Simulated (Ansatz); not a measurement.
# CH5GeNS: a ladder of functionals and wavefunction methods

An exercise on one series of results from a longer session: the logs are not shown, and one member is left open.

Method: functionals in def2-TZVPP, the program's frozen cores in correlated methods; program: Ansatz 0.2.0, Gaussian basis.

The runs, in order: LDA (SPW92), PBE-D4, revPBE-D4, BLYP-D4, r2SCAN-D4, B97M-V, PBE0-D4, B3LYP-D4, r2SCANh-D4, r2SCAN0-D4, HSE06-D4, BHLYP-D4, CAM-B3LYP-D4, LC-ωPBE, ωB97X-V, ωB97M-V, B2PLYP, PBE-QIDH; CCSD(T)/def2-SVP; CCSD(T)/def2-TZVPP; MP2/def2-QZVPP; extrapolation to the limit; RPA on PBE.

## The relaxed structure

All runs share one geometry, relaxed beforehand with PBE0-D4 in a triple-zeta def2 set.

9 atoms, charge 0, spin multiplicity 1.

Atoms are counted from 1 here; the program's logs count them from 0.

Bond lengths: C1–S2 1.808 Å, C1–H5 1.091 Å, C1–H6 1.091 Å, C1–H7 1.090 Å, S2–Ge3 2.246 Å, Ge3–N4 1.822 Å, N4–H8 1.007 Å, N4–H9 1.007 Å. Angles: S2–C1–H5 111.2°, S2–C1–H6 111.2°, S2–C1–H7 107.3°, H5–C1–H6 110.1°, H5–C1–H7 108.5°, H6–C1–H7 108.5°, C1–S2–Ge3 107.7°, S2–Ge3–N4 99.7°, Ge3–N4–H8 127.7°, Ge3–N4–H9 119.9°, H8–N4–H9 112.4°.

The first run:

in.yaml reads:

```yaml
crystal:
  periodic: [false, false, false]
  atoms:
    - {symbol: C, position_ang: [-0.261534, 0.978581, -0.953309]}
    - {symbol: S, position_ang: [1.488978, 0.528348, -0.893579]}
    - {symbol: Ge, position_ang: [1.734287, -1.052768, 0.682502]}
    - {symbol: N, position_ang: [0.005194, -1.204374, 1.235262]}
    - {symbol: H, position_ang: [-0.879602, 0.122651, -1.228026]}
    - {symbol: H, position_ang: [-0.595095, 1.391340, -0.000201]}
    - {symbol: H, position_ang: [-0.373337, 1.745269, -1.719793]}
    - {symbol: H, position_ang: [-0.796930, -0.698799, 0.895268]}
    - {symbol: H, position_ang: [-0.233462, -1.856648, 1.964976]}
basis:
  gaussian: {orbitals: def2-TZVPP}
hamiltonian: {xc: lda}
output: {orbitals: {seedname: orbitals}}
```

Steps of the session up to this table: LDA; PBE-D4 (GGA); revPBE-D4 (GGA); BLYP-D4 (GGA); r2SCAN-D4 (meta-GGA); B97M-V (meta-GGA); PBE0-D4 (hybrid); B3LYP-D4 (hybrid); r2SCANh-D4 (hybrid); r2SCAN0-D4 (hybrid); HSE06-D4 (hybrid); BHLYP-D4 (hybrid); CAM-B3LYP-D4 (range-separated); LC-ωPBE-D4 (range-separated; the results give it without D4); ωB97X-V (range-separated); ωB97M-V (range-separated); B2PLYP (double hybrid); PBE-QIDH (double hybrid).

One of the session's tables, all rows but one given; the rest of the session is left out.

It belongs to the step «Orbital energies across the functionals». 

```
  functional  HOMO (eV)  LUMO (eV)  gap (eV)
 LDA (SPW92)      -5.81      -2.25      3.56
      PBE-D4      -5.67      -2.04      3.63
   revPBE-D4          ?          ?         ?
     BLYP-D4      -5.49      -1.92      3.57
   r2SCAN-D4      -5.95      -1.99      3.95
      B97M-V      -5.98      -1.89      4.09
     PBE0-D4      -6.81      -1.32      5.48
    B3LYP-D4      -6.58      -1.52      5.07
  r2SCANh-D4      -6.37      -1.72      4.66
  r2SCAN0-D4      -6.98      -1.30      5.68
    HSE06-D4      -6.42      -1.70      4.72
    BHLYP-D4      -7.74      -0.49      7.25
CAM-B3LYP-D4      -8.06      -0.31      7.75
     LC-ωPBE      -9.33       0.73     10.06
     ωB97X-V      -9.01       0.67      9.68
     ωB97M-V      -8.89       0.58      9.47
```

Q: Estimate the row for revPBE-D4 from the others.

**Answer.** HOMO (eV): -5.62; LUMO (eV): -1.96; gap (eV): 3.65. In the column «HOMO (eV)» it lies between PBE-D4 (-5.67) and BLYP-D4 (-5.49).
